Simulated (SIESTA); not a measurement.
The system is Ta4N3.

```
Ta N
1.0
    -2.20320    2.20320    4.31061
     2.20320   -2.20320    4.31061
     2.20320    2.20320   -4.31061
Ta N
4 3
Direct
  0.73618 0.73618 0.00000
  0.50000 0.00000 0.50000
  0.26382 0.26382 0.00000
  0.00000 0.50000 0.50000
  0.25000 0.75000 0.50000
  0.00000 0.00000 0.00000
  0.75000 0.25000 0.50000
```

The cell comes from a database or a generator and needn't be the stable form of this composition.

| Property | Result |
| --- | --- |
| Program | SIESTA 5.4.2 |
| Task | single point |
| Functional | PBEsol |
| Potentials or basis | PseudoDojo 0.4 standard (PBEsol files) |
| Basis | DZP (energy shift 0.003 Ry; two zetas on semicore shells) |
| Grid cutoff | 800 Ry |
| Energy shift | 0.003 Ry |
| k mesh | 9 × 9 × 9 |
| Occupations | fermi-dirac, width 0.05 eV |
| Spin | no spin polarisation |

On this cell: pressure -5.6 GPa; largest force 0.018 eV/Å; band gap on the k mesh none (metal or under the smearing width).

The same run follows on a disturbed copy (atoms moved at random, drawn with an rms of 0.05 Å):

```
CELL_PARAMETERS angstrom
-2.20320 2.20320 4.31061
2.20320 -2.20320 4.31061
2.20320 2.20320 -4.31061
ATOMIC_POSITIONS crystal
Ta 0.73188 0.74673 0.99072
Ta 0.50133 0.01050 0.51029
Ta 0.25756 0.26664 0.99669
Ta 0.00215 0.49467 0.50467
N 0.24467 0.74920 0.50589
N 0.01253 0.99378 0.99634
N 0.75248 0.24274 0.51278
```

**Question.** What changes?

**Answer.** The energy (extrapolated to zero smearing) moves by +19.7 meV/atom; pressure -4.4 GPa; largest force 1.256 eV/Å; band gap on the k mesh none (metal or under the smearing width).

Forces on the atoms (eV/Å):
```
Ta  -0.128  0.889 -0.157
Ta  -0.250  0.126 -1.043
Ta   0.068  0.946  0.322
Ta  -0.089 -0.212 -0.198
N   -0.156 -0.561  0.327
N    0.520 -0.348 -0.186
N    0.034 -0.839  0.933
```

Stress tensor (GPa, compression positive):
```
-5.90 -0.09 -0.12
-0.09 -4.48  0.14
-0.12  0.14 -2.95
```

Caveats: short orbitals over semicore shells can move pressures by several GPa; the basis of atomic orbitals isn't converged, which shifts pressures, moduli and gaps.
